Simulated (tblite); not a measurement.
# C3H11NSeSi: the cost of one run

Computed with tblite 0.8.0 and PySCF 2.14.0, with density-fitted response routines of our own, on a single molecule in the gas phase. Atoms count from 0, in the outputs and in this text.

## 1. The starting structure

17 atoms, charge 0, multiplicity 1; geometry from: force field or distance geometry start.

Bonds of the start (Å): C0–C1 1.53, C1–C2 1.51, C1–Se3 1.93, Se3–Si4 2.27, Si4–N5 1.79, C0–H6 1.12, C0–H7 1.11, C0–H8 1.09, C1–H9 1.13, C2–H10 1.12, C2–H11 1.10, C2–H12 1.10, Si4–H13 1.49, Si4–H14 1.47, N5–H15 1.06, N5–H16 1.05.

## 2. Optimising the geometry with GFN2-xTB

What the job is given:

```
{"job": {"kind": "relax", "xc": "GFN2-xTB", "basis": "xTB"}, "charge": 0, "multiplicity": 1}
C     -0.918000    -1.128300     0.217700
C     -1.174600     0.375000     0.241700
C     -2.511500     0.551400    -0.428900
Se     0.177600     1.401400    -0.666200
Si     2.294400     0.927200     0.000400
N      2.652300    -0.830300    -0.015800
H     -1.641900    -1.558000     0.955900
H     -1.257300    -1.521400    -0.765400
H      0.115200    -1.417800     0.416800
H     -1.279400     0.647700     1.333900
H     -3.223900    -0.120700     0.116700
H     -2.891900     1.582800    -0.321100
H     -2.403200     0.228500    -1.470300
H      3.189200     1.667300    -0.935900
H      2.530400     1.431900     1.356100
H      3.188000    -1.116900     0.850500
H      3.147800    -1.107900    -0.896000
```

The run is started by

```console
$ OMP_NUM_THREADS=1 python probes_run.py task.json out
```

This one command runs all jobs of the session in turn.

Q: Estimate the wall time of this first job on 1 thread of Arm Neoverse N1, shared host.

About 1.1 s.
